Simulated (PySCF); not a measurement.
# SnCl2 (SMILES [Cl][Sn][Cl]) at 6 levels

Wanted: a comparison of 6 runs (SVWN5/STO-3G, UPBE0/STO-3G, wB97X-V/STO-3G, BCCD(T)/STO-3G, CCSDT(Q)/STO-3G, UCCSD(T)/STO-3G) of SnCl2. The job is set up through a Python script.

The results are computed with PySCF 2.14.0.

5 further runs of the same task are left out: 1 that didn't finish, 4 set aside as unsound or not needed.

**1. The system as given**

SnCl2 has 3 atoms, charge 0, and is taken as a singlet. As SMILES, `[Cl][Sn][Cl]`. One bond was lengthened or shortened from a relaxed shape.

Bond lengths: Cl1–Sn2 2.363 Å, Sn2–Cl3 2.835 Å. Angles: Cl1–Sn2–Cl3 98.4°.

**2. The energy at SVWN5/STO-3G (run 1)**

The input, mol.xyz:

```xyz
3
Cl2Sn
Cl     1.068462     1.685372     0.759200
Sn    -0.882638     0.983572    -0.373400
Cl    -0.368200    -1.804500    -0.392600
```

The input, run.py:

```python
from pyscf import gto, dft

mol = gto.Mole()
mol.atom = 'mol.xyz'
mol.max_memory = 1860
mol.charge = 0
mol.basis = 'sto-3g'
mol.verbose = 4
mol.build()

myscf = dft.RKS(mol)
myscf.xc = 'svwn'
myscf.conv_tol = 1e-10
myscf.grids.level = 5
myscf.kernel()
if not myscf.converged:
    myscf = myscf.newton().run(myscf.mo_coeff, myscf.mo_occ)

e_final = myscf.e_tot
print(f'total energy: {e_final:.8f} hartree')
```

Run with:

```sh
$ OMP_NUM_THREADS=1 python run.py
```

The log of the run:

```text
PySCF version 2.14.0

[INPUT] num. atoms = 3
[INPUT] num. electrons = 84
[INPUT] charge = 0
[INPUT] spin (= nelec alpha-beta = 2S) = 0
[INPUT] symmetry False subgroup None
[INPUT] Mole.unit = angstrom
[INPUT] Symbol           X                Y                Z      unit          X                Y                Z       unit  Magmom
[INPUT]  1 Cl     1.068462000000   1.685372000000   0.759200000000 AA    2.019100554505   3.184891498010   1.434680073770 Bohr   0.0
[INPUT]  2 Sn    -0.882638000000   0.983572000000  -0.373400000000 AA   -1.667944087134   1.858681703791  -0.705623734913 Bohr   0.0
[INPUT]  3 Cl    -0.368200000000  -1.804500000000  -0.392600000000 AA   -0.695797159065  -3.410010791778  -0.741906476504 Bohr   0.0

nuclear repulsion = 387.786236436317
number of shells = 21
number of NR pGTOs = 135
number of NR cGTOs = 45
basis = sto-3g
ecp = {}

******** <class 'pyscf.dft.rks.RKS'> ********
method = RKS
initial guess = minao
damping factor = 0
level_shift factor = 0
DIIS = <class 'pyscf.scf.diis.CDIIS'>
diis_start_cycle = 1
diis_space = 8
diis_damp = 0
SCF conv_tol = 1e-10
SCF conv_tol_grad = None
SCF max_cycles = 50
direct_scf = True
direct_scf_tol = 1e-13
XC library pyscf.dft.libxc version 7.0.0
    S. Lehtola, C. Steigemann, M. J.T. Oliveira, and M. A.L. Marques.,  SoftwareX 7, 1–5 (2018)
XC functionals = svwn
    P. A. M. Dirac.,  Math. Proc. Cambridge Philos. Soc. 26, 376 (1930)
    F. Bloch.,  Z. Phys. 57, 545 (1929)
    S. H. Vosko, L. Wilk, and M. Nusair.,  Can. J. Phys. 58, 1200 (1980)
radial grids:
    Treutler-Ahlrichs [JCP 102, 346 (1995); DOI:10.1063/1.469408] (M4) radial grids

becke partition: Becke, JCP 88, 2547 (1988); DOI:10.1063/1.454033
pruning grids: <function nwchem_prune>
grids dens level: 5
symmetrized grids: False
atomic radii adjust function: <function treutler_atomic_radii_adjust>
small_rho_cutoff = 0
Set gradient conv threshold to 1e-05
Initial guess from minao.
tot grids = 133104
init E= -6850.0705889361
  HOMO = -0.547459107352276  LUMO = -0.45767092334966  gap/eV = 2.44326
cycle= 1 E= -6866.96598611065  delta_E= -16.9  |g|= 0.221  |ddm|=  2.3
  HOMO = -0.115126381929855  LUMO = -0.064679966150124  gap/eV = 1.37272
cycle= 2 E= -6866.95956757321  delta_E= 0.00642  |g|= 0.154  |ddm|= 0.846
  HOMO = -0.1627867216431  LUMO = -0.0620797779028148  gap/eV = 2.74038
cycle= 3 E= -6866.9555972903  delta_E= 0.00397  |g|= 0.154  |ddm|= 1.09
  HOMO = -0.133253293736175  LUMO = -0.0716333786009051  gap/eV = 1.67676
cycle= 4 E= -6866.97777989245  delta_E= -0.0222  |g|= 0.0394  |ddm|= 0.672
  HOMO = -0.136705724917576  LUMO = -0.0696273994399046  gap/eV = 1.82529
cycle= 5 E= -6866.97888104412  delta_E= -0.0011  |g|= 0.00937  |ddm|= 0.103
  HOMO = -0.137699663085313  LUMO = -0.0703396359571163  gap/eV = 1.83296
cycle= 6 E= -6866.978945866  delta_E= -6.48e-05  |g|= 0.00355  |ddm|= 0.0279
  HOMO = -0.138079973436575  LUMO = -0.0701022903556834  gap/eV = 1.84977
cycle= 7 E= -6866.97895595675  delta_E= -1.01e-05  |g|= 0.000703  |ddm|= 0.00968
  HOMO = -0.138172752043101  LUMO = -0.0700722440175918  gap/eV = 1.85311
cycle= 8 E= -6866.97895636554  delta_E= -4.09e-07  |g|= 0.000112  |ddm|= 0.00205
  HOMO = -0.138191452967875  LUMO = -0.0700658674321453  gap/eV = 1.85379
cycle= 9 E= -6866.97895637641  delta_E= -1.09e-08  |g|= 2.76e-06  |ddm|= 0.000393
  HOMO = -0.138191468475361  LUMO = -0.0700659839977082  gap/eV = 1.85379
cycle= 10 E= -6866.97895637641  delta_E= 9.09e-12  |g|= 8.98e-07  |ddm|= 1.18e-05
  HOMO = -0.138190934754053  LUMO = -0.0700662341557685  gap/eV = 1.85377
Extra cycle  E= -6866.9789563764  delta_E= 2.73e-12  |g|= 2.88e-06  |ddm|= 1.24e-05
converged SCF energy = -6866.9789563764
total energy: -6866.97895638 hartree
```

It took 2.5 s on 1 thread of Arm Neoverse V1, shared host; peak memory 0.16 GiB.

**3. The energy at UPBE0/STO-3G (run 2)**

The input, calc.py:

```python
from pyscf import gto, dft

system = gto.M(
    atom='''
Cl   1.068462   1.685372   0.759200
Sn  -0.882638   0.983572  -0.373400
Cl  -0.368200  -1.804500  -0.392600
''',
    spin=0,
    basis='sto-3g',
    verbose=4,
    max_memory=1860,
)

mf = dft.UKS(system)
mf.xc = 'pbe0'
mf.grids.level = 5
mf.conv_tol = 1e-10
mf.kernel()
if not mf.converged:
    mf = mf.newton().run(mf.mo_coeff, mf.mo_occ)
for _ in range(3):
    mo, _, stable, _ = mf.stability(return_status=True)
    if stable:
        break
    mf.kernel(mf.make_rdm1(mo, mf.mo_occ))

e_tot = mf.e_tot
print('Final energy', e_tot)
```

Run with:

```sh
$ OMP_NUM_THREADS=1 python calc.py
```

The log of the run:

```text
PySCF version 2.14.0

[INPUT] num. atoms = 3
[INPUT] num. electrons = 84
[INPUT] charge = 0
[INPUT] spin (= nelec alpha-beta = 2S) = 0
[INPUT] symmetry False subgroup None
[INPUT] Mole.unit = angstrom
[INPUT] Symbol           X                Y                Z      unit          X                Y                Z       unit  Magmom
[INPUT]  1 Cl     1.068462000000   1.685372000000   0.759200000000 AA    2.019100554505   3.184891498010   1.434680073770 Bohr   0.0
[INPUT]  2 Sn    -0.882638000000   0.983572000000  -0.373400000000 AA   -1.667944087134   1.858681703791  -0.705623734913 Bohr   0.0
[INPUT]  3 Cl    -0.368200000000  -1.804500000000  -0.392600000000 AA   -0.695797159065  -3.410010791778  -0.741906476504 Bohr   0.0

nuclear repulsion = 387.786236436317
number of shells = 21
number of NR pGTOs = 135
number of NR cGTOs = 45
basis = sto-3g
ecp = {}

[... 78 lines left out ...]
converged SCF energy = -6875.2294708  <S^2> = 5.1159077e-13  2S+1 = 1
[... 2 lines left out ...]
Final energy -6875.229470800001
```

Run time: 15 s. Hardware: 1 thread of Arm Neoverse V1, shared host; peak memory 0.38 GiB.

Runs 3 to 5 aren't shown in full; the table further down has their settings and results.

**4. A single-point energy at UCCSD(T)/STO-3G (run 6)**

The input, calc.py:

```python
from pyscf import gto, scf, cc

mol = gto.M(
    atom=[
    ('Cl', (1.068462, 1.685372, 0.759200)),
    ('Sn', (-0.882638, 0.983572, -0.373400)),
    ('Cl', (-0.368200, -1.804500, -0.392600)),
],
    max_memory=1860,
    verbose=3,
    spin=0,
    basis='sto-3g',
)

myscf = scf.UHF(mol)
myscf.conv_tol = 1e-10
myscf.kernel()
if not myscf.converged:
    myscf = myscf.newton().run(myscf.mo_coeff, myscf.mo_occ)
for _ in range(3):
    mo, _, stable, _ = myscf.stability(return_status=True)
    if stable:
        break
    myscf.kernel(myscf.make_rdm1(mo, myscf.mo_occ))

mycc = cc.CCSD(myscf, frozen=28)
mycc.kernel()
e_t = mycc.ccsd_t()
etot = mycc.e_tot + e_t
print('Final energy', etot)
```

Run with:

```sh
$ OMP_NUM_THREADS=1 python calc.py
```

The log of the run:

```text
converged SCF energy = -6872.53835881145  <S^2> = 7.5388584e-12  2S+1 = 1
<class 'pyscf.scf.uhf.UHF'> wavefunction has an internal instability
converged SCF energy = -6872.53836904951  <S^2> = 0.022379615  2S+1 = 1.0438
<class 'pyscf.scf.uhf.UHF'> wavefunction is stable in the internal stability analysis
E(UCCSD) = -6872.587980377126  E_corr = -0.04961132761340523
UCCSD(T) correction = -0.00209051983255321
Final energy -6872.590070896958
```

Wall time 2.2 s (1 thread of Arm Neoverse V1, shared host); peak memory 0.12 GiB.

**5. The series**

| run | level | follow instability | nlc grid | energy (Eh) | dipole moment (D) of the reference | HOMO energy (eV) | LUMO energy (eV) | wall time |
| --- | --- | --- | --- | --- | --- | --- | --- | --- |
| 1 | SVWN5/STO-3G | – | – | -6866.978956 | 4.21 | -3.76 | -1.91 | 2.5 s |
| 2 | UPBE0/STO-3G | yes | – | -6875.229471 | 4.83 | -5.05 | -1.18 | 15 s |
| 3 | wB97X-V/STO-3G | – | 1 | -6875.383269 | 5.14 | -7.20 | 0.87 | 26 s |
| 4 | BCCD(T)/STO-3G | – | – | -6872.590064 | – | – | – | 1.6 s |
| 5 | CCSDT(Q)/STO-3G | – | – | -6872.590716 | 5.69 | -7.24 | 2.10 | 11 s |
| 6 | UCCSD(T)/STO-3G | yes | – | -6872.590071 | 5.71 | -7.25 | 2.12 | 2.2 s |

**6. Results**

| quantity | value |
| --- | --- |
| run 6: total energy | -6872.59007 Eh |
| run 6: dipole moment (Hartree–Fock density) | 5.71 D |
| run 6: HOMO energy (Hartree–Fock orbitals) | -7.25 eV |
| run 6: LUMO energy (Hartree–Fock orbitals) | 2.12 eV |
| run 6: HOMO–LUMO gap (Hartree–Fock orbitals) | 9.38 eV |
| run 6: correlation energy (28 core orbitals frozen) | -51.7 mEh |
| run 6: (T) correction | -2.09 mEh |
| run 6: ⟨S²⟩ of the reference determinant | 0.022 |
| run 6: T1 diagnostic | 0.017 |

**Reading.** Over runs 1, 2, 3 the dipole moment (its size) runs from 4.21 D (SVWN5/STO-3G) to 5.14 D (wB97X-V/STO-3G). Over runs 1, 2, 3 the HOMO–LUMO gap runs from 1.85 eV (SVWN5/STO-3G) to 8.07 eV (wB97X-V/STO-3G). Totals of different functionals can't be ranked against each other. In runs 1, 2, 3, 4, 5, 6 the basis is minimal, so the values are rough. In runs 1, 2, 3, 4, 5, 6 relativity is left out where basis or elements ask for it. All runs together took 58 s, the longest 26 s.
